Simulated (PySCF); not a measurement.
# C7H6N2: the cost of one run

The runs use PySCF 2.14.0, with density-fitted response routines of our own; the level of theory stands in each step. All values are computed, except where a source is named. Atoms count from 0, in the outputs and in this text.

## (1) The starting structure

15 atoms, charge 0, multiplicity 1; geometry from: GFN2-xTB. The atoms were then displaced at random by about 0.01 Å, so the start is not that level's minimum.

Bonds of the start (Å): C0–C1 1.38, C1–C2 1.36, C2–C3 1.44, C3–N4 1.32, N4–N5 1.35, N5–C6 1.29, C6–C7 1.41, C7–C8 1.41, C8–C0 1.37, C7–C3 1.42, C0–H9 1.11, C1–H10 1.08, C2–H11 1.08, N4–H12 0.98, C6–H13 1.07, C8–H14 1.06.

## (2) Optimising the geometry at PBE0-D3(BJ)/def2-SVP

The job: settings as JSON, then the geometry in Å.

```
{"job": {"xc": "PBE0", "basis": "def2-SVP", "d3": "d3bj", "grid": 1, "shake": 0.01, "kind": "geom"}, "charge": 0, "multiplicity": 1}
C     -1.878210     0.523110     0.038640
C     -1.785040    -0.852920     0.003320
C     -0.573400    -1.472880    -0.030970
C      0.604900    -0.648120    -0.024430
N      1.898600    -0.930130    -0.053900
N      2.636720     0.199760    -0.035300
C      1.824120     1.206070    -0.003340
C      0.481750     0.768210     0.001440
C     -0.795420     1.370360     0.054480
H     -2.889560     0.981400     0.066730
H     -2.686690    -1.450570     0.013950
H     -0.456580    -2.545080    -0.037700
H      2.325990    -1.811720    -0.073970
H      2.169700     2.215770     0.015960
H     -0.892220     2.429370     0.057840
```

Launch:

```sh
$ OMP_NUM_THREADS=1 python probes_run.py task.json out
```

This one command runs all jobs of the session in turn.

Q: Estimate the wall time and peak memory of this first job on 1 thread of AMD EPYC 7B13, shared host.

About 64 s, with a peak of 0.64 GiB.
